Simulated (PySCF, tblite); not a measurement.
# C5H13FNS+: geometry, infrared bands and NMR shifts

Wanted: the infrared bands and NMR shifts of C5H13FNS+ (`C[C@@H](CN)[S@@+](C)CF`), by calculation.

Programs: tblite 0.8.0 and PySCF 2.14.0, with density-fitted response routines of our own. Each step states its level of theory. These are calculated values for one molecule in the gas phase, unless marked as measured. Atoms are numbered from 0 throughout.

### 1 The starting structure

21 atoms, charge 1, multiplicity 1; geometry from: force field or distance geometry start.

Bonds of the start (Å): C0–C1 1.50, C1–C2 1.50, C2–N3 1.46, C1–S4 1.76, S4–C5 1.75, S4–C6 1.79, C6–F7 1.39, C0–H8 1.10, C0–H9 1.13, C0–H10 1.11, C1–H11 1.11, C2–H12 1.11, C2–H13 1.12, N3–H14 1.05, N3–H15 1.03, C5–H16 1.10, C5–H17 1.13, C5–H18 1.13, C6–H19 1.12, C6–H20 1.10.

### 2 Geometry optimisation with GFN2-xTB

The job: settings as JSON, then the geometry in Å.

```
{"job": {"kind": "relax", "xc": "GFN2-xTB", "basis": "xTB"}, "charge": 1, "multiplicity": 1}
C     -0.481200    -1.594400    -0.746000
C     -0.656700    -0.132200    -0.455000
C     -1.788700     0.018800     0.523700
N     -2.007700     1.421400     0.843300
S      0.809400     0.692700     0.073000
C      1.533300     0.050200     1.527500
C      1.980000     0.613800    -1.276600
F      3.131200     1.274400    -0.850100
H      0.515400    -1.839900    -1.140700
H     -1.264900    -1.826900    -1.529300
H     -0.758700    -2.221100     0.121200
H     -0.991400     0.361100    -1.391500
H     -1.696800    -0.618200     1.429000
H     -2.712800    -0.321400    -0.011000
H     -3.042200     1.604800     0.827400
H     -1.574200     2.064500     0.168600
H      0.822900    -0.376300     2.255700
H      2.321800    -0.715400     1.267200
H      2.074700     0.895600     2.038800
H      2.239100    -0.447900    -1.522500
H      1.538500     1.113500    -2.153100
```

Run with:

```sh
OMP_NUM_THREADS=1 python probes_run.py task.json out
```

The driver reads the jobs from task.json and runs them one after another.

**Question.** This job is followed by: GFN2-xTB harmonic vibrations, gas phase; GIAO PBE0/pcSseg-1 NMR shielding, non-relativistic, gas phase. What will the session give for the following? strongest single infrared mode (GFN2-xTB); zero-point energy (GFN2-xTB); 13C shifts against TMS (PBE0/pcSseg-1); 1H shifts against TMS (PBE0/pcSseg-1, means over atoms taken as alike); 15N shifts against NH3 (PBE0/pcSseg-1); 33S shifts against CS2 (PBE0/pcSseg-1); 19F shifts against CFCl3 (PBE0/pcSseg-1).

**Answer**, as computed:

| quantity | value |
| --- | --- |
| strongest single infrared mode (GFN2-xTB) | 1082 cm⁻¹, 103 km/mol |
| zero-point energy (GFN2-xTB) | 111.2 kcal/mol |
| 13C shifts against TMS (PBE0/pcSseg-1) | 95.3, 68.5, 43.0, 21.6, 13.0 ppm |
| 1H shifts against TMS (PBE0/pcSseg-1, means over atoms taken as alike) | 5.85, 5.48, 4.45, 3.72, 2.94, 2.56, 2.02, 1.47 ppm |
| 15N shifts against NH3 (PBE0/pcSseg-1) | 60.9 ppm |
| 33S shifts against CS2 (PBE0/pcSseg-1) | 80 ppm |
| 19F shifts against CFCl3 (PBE0/pcSseg-1) | -245.8 ppm |

What this shows: Relaxing lowered the energy by 1.395 eV in 132 steps; the close pair that moved most is C1–S4, from 1.763 to 1.869 Å. All 57 modes are real, so the xTB geometry is a minimum. The strongest single mode, at 1082 cm⁻¹, moves mainly C6 and F7. Unscaled tight-binding wavenumbers are off by several per cent, some by more. Its intensities can rank the bands wrongly. At PBE0/pcSseg-1: The widest tensor belongs to S4: span 187 ppm, with a paramagnetic part of -632 ppm.
